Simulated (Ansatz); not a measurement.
# GeAsH5 (quintet): the correlation ladder, cc-pVDZ

How much of the correlation energy of GeAsH5 (quintet) does each wave-function method recover here?

Program: Ansatz 0.2.0, Gaussian basis. Level of theory: cc-pVDZ, core rule «outside noble gas», up to 28 orbitals frozen. These are calculated values, not measurements.

The runs, in order: UHF; CCSD(T) on ROHF; CCSD(T) on UHF; BCCD(T) on ROHF; CISD; CCSDT(Q) on ROHF; CCSDT(Q) on UHF.

6 further runs of the same task are left out: 6 set aside as unsound or not needed.

## (1) The system

The geometry is a PBE0/def2-TZVP stationary point (not a proven minimum) of the parent state, kept for this charge and spin. No spin-orbit coupling is included. The filled d shell of Ge, As may be among the frozen orbitals whatever the setting's name suggests; the logs give the count.

7 atoms, charge 0, spin multiplicity 5.

Atoms are counted from 1 here; the program's logs count them from 0.

Bond lengths: Ge1–As2 2.414 Å, Ge1–H3 1.535 Å, Ge1–H4 1.537 Å, Ge1–H5 1.537 Å, As2–H6 1.679 Å, As2–H7 1.670 Å. Angles: As2–Ge1–H3 109.9°, As2–Ge1–H4 109.1°, As2–Ge1–H5 109.1°, H3–Ge1–H4 110.0°, H3–Ge1–H5 110.0°, H4–Ge1–H5 108.9°, Ge1–As2–H6 94.6°, Ge1–As2–H7 91.6°, H6–As2–H7 173.7°.

## (2) UHF

The input, in.yaml:

```yaml
crystal:
  periodic: [false, false, false]
  atoms:
    - {symbol: Ge, position_ang: [0.000000, 0.002482, 1.208209]}
    - {symbol: As, position_ang: [0.000000, -0.002052, -1.205799]}
    - {symbol: H, position_ang: [0.000000, 1.446730, 1.727162]}
    - {symbol: H, position_ang: [-1.250506, -0.736399, 1.711615]}
    - {symbol: H, position_ang: [1.250506, -0.736399, 1.711615]}
    - {symbol: H, position_ang: [0.000000, 1.671226, -1.344022]}
    - {symbol: H, position_ang: [0.000000, -1.671527, -1.250582]}
basis:
  gaussian: {orbitals: cc-pVDZ}
magnetization: {spin_polarized: true, initial_magnetization: 4}
hamiltonian: {xc: hf}
output: {orbitals: {seedname: orbitals}}
```

Launch:

```sh
$ ansatz run in.yaml --threads 1 --pin off --events-out ev --progress --plain --max-ram 4096MiB --backend cpu
```

Further steps of the session: CCSD(T) on ROHF; CCSD(T) on UHF; BCCD(T) on ROHF; CISD; CCSDT(Q) on ROHF; CCSDT(Q) on UHF.

Before running them: what should the planned runs give, taken together? Wanted: UCCSDT(Q) from the RHF energy; RMP2 from UCCSDT(Q); UMP2 from UCCSDT(Q); RCCSD from UCCSDT(Q); RCCSD(T) from UCCSDT(Q); UCCSD(T) from UCCSDT(Q); RCCSDT(Q) from UCCSDT(Q); T1 diagnostic.

**Answer**, as computed:

| quantity | value |
| --- | --- |
| UCCSDT(Q) from the ROHF energy | -7.0514 eV |
| RMP2 from UCCSDT(Q) | +144.1 kJ/mol |
| UMP2 from UCCSDT(Q) | +150.0 kJ/mol |
| RCCSD from UCCSDT(Q) | +23.6 kJ/mol |
| RCCSD(T) from UCCSDT(Q) | +5.9 kJ/mol |
| UCCSD(T) from UCCSDT(Q) | +4.7 kJ/mol |
| RCCSDT(Q) from UCCSDT(Q) | +1.4 kJ/mol |
| levels within 1 kcal/mol (43 meV) | RCCSDT, UCCSDT, RCCSDT(Q) |
| T1 diagnostic | 0.021 |

In words: RCCSD(T) misses by +5.9 kJ/mol, 0.9 % of the correlation energy. These misses are within one basis, not against nature; the frozen cores of restricted and unrestricted runs differ, which can shift their rows.

With open shells the CI space here admits some triples and quadruples, so it is larger than plain CISD.
